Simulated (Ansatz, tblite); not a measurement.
# The cluster Al₂Ga₂As₄: a ladder of methods and basis sets

One table from this session's results is given with a row withheld; the runs are named, their logs left out.

The runs use Ansatz 0.2.0, Gaussian basis; as each input shows.

Plan: GFN1-xTB, GFN2-xTB, PBE-D4/def2-TZVP, r2SCAN-D4/def2-TZVP, LDA/def2-TZVP, PBE-QIDH/def2-TZVP, PBE-D4/def2-SVP, PBE0-D4/def2-SVP, HF/STO-3G, MP2/def2-SVP, RPA/def2-SVP.

4 further runs of the same task are left out: 3 that didn't finish, 1 set aside as unsound or not needed. Runs told in other sessions of the task aren't counted.

### The geometry

The geometry is that of the singlet, from an earlier relaxation (PBE-D4/def2-SVP). At that level it is the lowest of the isomers that a small search found.

8 atoms, charge 0, spin multiplicity 1.

Bond lengths: Al1–As5 2.332 Å, Al1–As7 2.386 Å, Al1–As8 2.773 Å, Al2–Ga4 2.811 Å, Al2–As6 2.321 Å, Al2–As7 2.383 Å, Ga3–As5 2.656 Å, Ga3–As6 2.730 Å, Ga4–As8 2.812 Å, As5–As8 2.604 Å, As6–As8 2.589 Å. Angles: As5–Al1–As7 160.5°, As5–Al1–As8 60.6°, As7–Al1–As8 107.1°, Ga4–Al2–As6 88.5°, Ga4–Al2–As7 68.5°, As6–Al2–As7 154.2°, As5–Ga3–As6 104.6°, Al2–Ga4–As8 64.9°, Al1–As5–Ga3 102.5°, Al1–As5–As8 68.1°, Ga3–As5–As8 67.6°, Al2–As6–Ga3 93.2°, Al2–As6–As8 75.6°, Ga3–As6–As8 66.7°, Al1–As7–Al2 70.5°, Al1–As8–Ga4 74.7°, Al1–As8–As5 51.3°, Al1–As8–As6 101.2° and more.

Geometry (Å):

```
Al    1.02157   -1.44034   -0.36953
Al    0.36597    1.11598   -1.14460
Ga   -2.77912   -0.59113   -0.28859
Ga    1.85083    1.43271    1.22113
As   -0.95844   -2.39534    0.40744
As   -1.51848    1.81028    0.01909
As    2.53009    0.13632   -1.33359
As   -0.51240   -0.06848    1.48865
```

PBE0-D4/def2-TZVP was run before; its log isn't repeated, and its numbers join the tables.

The first run:

Tight binding, by tblite at 300 K electronic temperature and without a spin-polarisation term:

```python
tblite.interface.Calculator('GFN1-xTB', numbers, positions, charge=0, uhf=0).singlepoint()
```

Tight binding, by tblite at 300 K electronic temperature and without a spin-polarisation term:

```python
tblite.interface.Calculator('GFN2-xTB', numbers, positions, charge=0, uhf=0).singlepoint()
```

start.molden holds the orbitals of an earlier run on this state, given as this run's starting guess.

in.yaml reads:

```yaml
crystal:
  periodic: [false, false, false]
  atoms:
    - {symbol: Al, position_ang: [1.021567, -1.440340, -0.369533]}
    - {symbol: Al, position_ang: [0.365969, 1.115981, -1.144595]}
    - {symbol: Ga, position_ang: [-2.779122, -0.591127, -0.288586]}
    - {symbol: Ga, position_ang: [1.850826, 1.432706, 1.221127]}
    - {symbol: As, position_ang: [-0.958442, -2.395338, 0.407438]}
    - {symbol: As, position_ang: [-1.518484, 1.810277, 0.019088]}
    - {symbol: As, position_ang: [2.530091, 0.136319, -1.333586]}
    - {symbol: As, position_ang: [-0.512395, -0.068478, 1.488648]}
basis:
  gaussian: {orbitals: def2-TZVP, initial_orbitals: start.molden}
hamiltonian: {xc: pbe, dispersion: d4}
scf: {omitted_lower_state_checks: [starts]}
output: {orbitals: {seedname: orbitals}}
```

Launch:

```sh
> ansatz run in.yaml --threads 4 --pin off --events-out ev --progress --plain --max-ram 6963MiB
```

Steps of the session up to this table: PBE-D4/def2-TZVP; r2SCAN-D4/def2-TZVP; LDA/def2-TZVP; PBE-QIDH/def2-TZVP; PBE-D4/def2-SVP; PBE0-D4/def2-SVP; HF/STO-3G; MP2/def2-SVP; RPA/def2-SVP.

One of the session's tables, all rows but one given; the rest of the session is left out.

It belongs to the step «Binding energy». 

```
              level  binding an atom (eV)
        HF/def2-SVP                     ?
      LDA/def2-TZVP                 3.184
    PBE-D4/def2-SVP                 2.699
   PBE-D4/def2-TZVP                 2.713
r2SCAN-D4/def2-TZVP                 2.588
   PBE0-D4/def2-SVP                 2.536
  PBE0-D4/def2-TZVP                 2.562
 PBE-QIDH/def2-TZVP                 2.504
       RPA/def2-SVP                 2.025
       MP2/def2-SVP                 2.227
```

Estimate the missing values for HF/def2-SVP.

The run gave: binding an atom (eV): 0.993. In the column «binding an atom (eV)» it is the lowest.

Limits of these values: Free atoms were run apart at each level; binding is atoms less cluster, divided by the number of atoms, without zero-point or spin-orbit terms.
